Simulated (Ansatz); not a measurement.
# HPt6: the cost of one run

Program: Ansatz 0.2.0. Level of theory: DFT PBE, scalar-relativistic, plane waves, PAW. These are calculated values, not measurements.

The COD entry's cell or inner coordinates are ideal or old and differ from later refinements, so a difference from it is no clean test against experiment.

25 further runs of the same task are left out: 25 set aside as unsound or not needed. Runs told in other sessions of the task aren't counted.

## Step 1: Starting point

Symmetry: Cm, No. 8, monoclinic system. Conventional cell: a = 9.724 Å, b = 5.614 Å, c = 22.619 Å, α = 90.00°, β = 90.00°, γ = 90.00°. Around Pt (site symmetry 1) lie 9 Pt at 2.81 to 2.82 Å. Around Pt (site symmetry m) lie 9 Pt at 2.81 to 2.82 Å. Pt (site symmetry m) has 12 Pt at 2.81 to 2.82 Å in its first shell of neighbours. Around Pt (site symmetry 1) lie 12 Pt at 2.81 to 2.82 Å. Pt (site symmetry m) is surrounded by 1 H at 2.53 Å and 9 Pt at 2.81 to 2.82 Å. Pt (site symmetry 1) has 2 H at 2.02 Å in its first shell of neighbours. Only part of the 11 independent sites is listed.

As a file:

```xyz
14
Lattice="5.6143 0.0000 0.0000 -2.8072 4.8622 0.0000 0.0000 0.0000 22.6193" Properties=species:S:1:pos:R:3 pbc="T T T"
Pt    1.4036    0.8104    4.0000
Pt    0.0000    3.2414    4.0000
Pt    4.2107    0.8104    4.0000
Pt    2.8072    3.2414    4.0000
Pt    0.0000    1.6207    6.3097
Pt   -1.4036    4.0518    6.3097
Pt    2.8072    1.6207    6.3097
Pt    1.4036    4.0518    6.3097
Pt    0.0000    0.0000    8.6193
Pt   -1.4036    2.4311    8.6193
Pt    2.8072    0.0000    8.6193
Pt    1.4036    2.4311    8.6193
H     0.0000    2.1061   10.0293
H     0.0000    2.7561   10.0293
```

This is the geometry of the first run shown, built on a cell relaxed beforehand with the same method.

## Step 2: The scan

Atoms count from 1 in the order of the input.

H2 lies flat over one site of a rigid substrate while its bond length and height are varied.

The axes are (1) distance H13-H14: 8 values from 0.650 to 2.650 Å; (2) height of the H2 axis above the plane of Pt9: 9 values from 0.45 to 3.60 Å.

Nothing else is relaxed. Points are written as (first, second).

## Step 3: Point (0.650 Å, 1.41 Å)

A dipole layer in the vacuum cancels the field that periodic copies would set up if the slab's two faces differ.

Contents of input.yaml:

```yaml
crystal:
  lattice:
    - [5.6143281343, 0.0, 0.0]
    - [-2.8071640672, 4.8621507895, 0.0]
    - [0.0, 0.0, 22.6192653717]
  atoms:
    - { symbol: Pt, position: [0.3333333333, 0.1666666667, 0.1768404028] }
    - { symbol: Pt, position: [0.3333333333, 0.6666666667, 0.1768404028] }
    - { symbol: Pt, position: [0.8333333333, 0.1666666667, 0.1768404028] }
    - { symbol: Pt, position: [0.8333333333, 0.6666666667, 0.1768404028] }
    - { symbol: Pt, position: [0.1666666667, 0.3333333333, 0.2789526245] }
    - { symbol: Pt, position: [0.1666666667, 0.8333333333, 0.2789526245] }
    - { symbol: Pt, position: [0.6666666667, 0.3333333333, 0.2789526245] }
    - { symbol: Pt, position: [0.6666666667, 0.8333333333, 0.2789526245] }
    - { symbol: Pt, position: [0.0, 0.0, 0.3810585901] }
    - { symbol: Pt, position: [0.0, 0.5, 0.3810585901] }
    - { symbol: Pt, position: [0.5, 0.0, 0.3810585901] }
    - { symbol: Pt, position: [0.5, 0.5, 0.3810585901] }
    - { symbol: H, position: [0.2165785766, 0.4331571533, 0.4433948321] }
    - { symbol: H, position: [0.2834214234, 0.5668428467, 0.4433948321] }
basis:
  ecutwfc: 420
kpoints:
  mp_grid: { grid: [6, 6, 1] }
hamiltonian:
  xc: pbe
  pseudopotentials: { kind: paw, azcp: { folder: soft_1 } }
scf:
  occupations: { method: gaussian, width: 0.1 }
output:
  forces: true
  eigenvalues: true
efield:
  axis: 3
  dipole_correction: true
  ramp_width: 0.04
```

On the command line:

```bash
> ansatz run input.yaml --threads 4 --pin off --max-ram 12288MiB --backend cpu --events-out ev --progress --plain --runs-dir out
```

Q: Estimate wall time and peak memory on 4 threads of Arm Neoverse N1, shared host.

About 61 s, with a peak of 2 GiB.
